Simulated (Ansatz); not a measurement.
# C2H8AlB: the cost of one run

Program: Ansatz 0.2.0. Level of theory: RKS BLYP-D4/6-31G*. These are calculated values, not measurements.

## Step 1: The structure to begin with

Bond lengths: C1–B2 1.540 Å, B2–C3 1.560 Å, B2–Al4 2.015 Å, C1–H5 1.136 Å, C1–H6 1.170 Å, C1–H7 1.123 Å, C3–H8 1.144 Å, C3–H9 1.136 Å, C3–H10 1.137 Å, Al4–H11 1.641 Å, Al4–H12 1.599 Å. Angles (14 of 18 angles, heavy atoms first): C1–B2–C3 120.2°, C1–B2–Al4 121.3°, C3–B2–Al4 118.4°, B2–C1–H5 112.0°, B2–C1–H6 110.3°, B2–C1–H7 114.3°, B2–C3–H8 111.4°, B2–C3–H9 112.6°, B2–C3–H10 112.7°, B2–Al4–H11 120.1°, B2–Al4–H12 121.7°, H5–C1–H6 104.8°, H5–C1–H7 108.9°, H6–C1–H7 106.0°.

Coordinates:

```xyz
12

C    -0.1713    1.4609   -0.5041
B     0.0117    0.0202    0.0091
C     1.1274   -0.3065    1.0500
Al   -1.1168   -1.4938   -0.6940
H    -0.0866    1.5244   -1.6350
H    -1.2509    1.8437   -0.2634
H     0.5305    2.2074   -0.0446
H     1.9060   -1.0228    0.6154
H     0.7094   -0.7266    2.0195
H     1.7179    0.6134    1.3624
H    -2.3538   -1.1859   -1.7273
H    -0.9466   -2.9896   -0.1541
```

## Step 2: Relaxing end A

Input file input.yaml:

```yaml
crystal:
  periodic: [false, false, false]
  atoms:
    - { symbol: C, position_ang: [-0.1713, 1.4609, -0.5041] }
    - { symbol: B, position_ang: [0.0117, 0.0202, 0.0091] }
    - { symbol: C, position_ang: [1.1274, -0.3065, 1.05] }
    - { symbol: Al, position_ang: [-1.1168, -1.4938, -0.694] }
    - { symbol: H, position_ang: [-0.0866, 1.5244, -1.635] }
    - { symbol: H, position_ang: [-1.2509, 1.8437, -0.2634] }
    - { symbol: H, position_ang: [0.5305, 2.2074, -0.0446] }
    - { symbol: H, position_ang: [1.906, -1.0228, 0.6154] }
    - { symbol: H, position_ang: [0.7094, -0.7266, 2.0195] }
    - { symbol: H, position_ang: [1.7179, 0.6134, 1.3624] }
    - { symbol: H, position_ang: [-2.3538, -1.1859, -1.7273] }
    - { symbol: H, position_ang: [-0.9466, -2.9896, -0.1541] }
basis:
  gaussian: { orbitals: "6-31G*" }
hamiltonian:
  xc: blyp
  dispersion: d4
relax:
  f_tol: 0.015
  max_steps: 40
output:
  orbitals: {}
```

On the command line:

```
ansatz run input.yaml --threads 1 --pin off --max-ram 2048MiB --backend cpu --events-out ev --progress --plain --runs-dir out
```

What time and memory should one allow on 1 thread of an Arm CPU, shared host?

About 66 s, with a peak of 0.12 GiB.
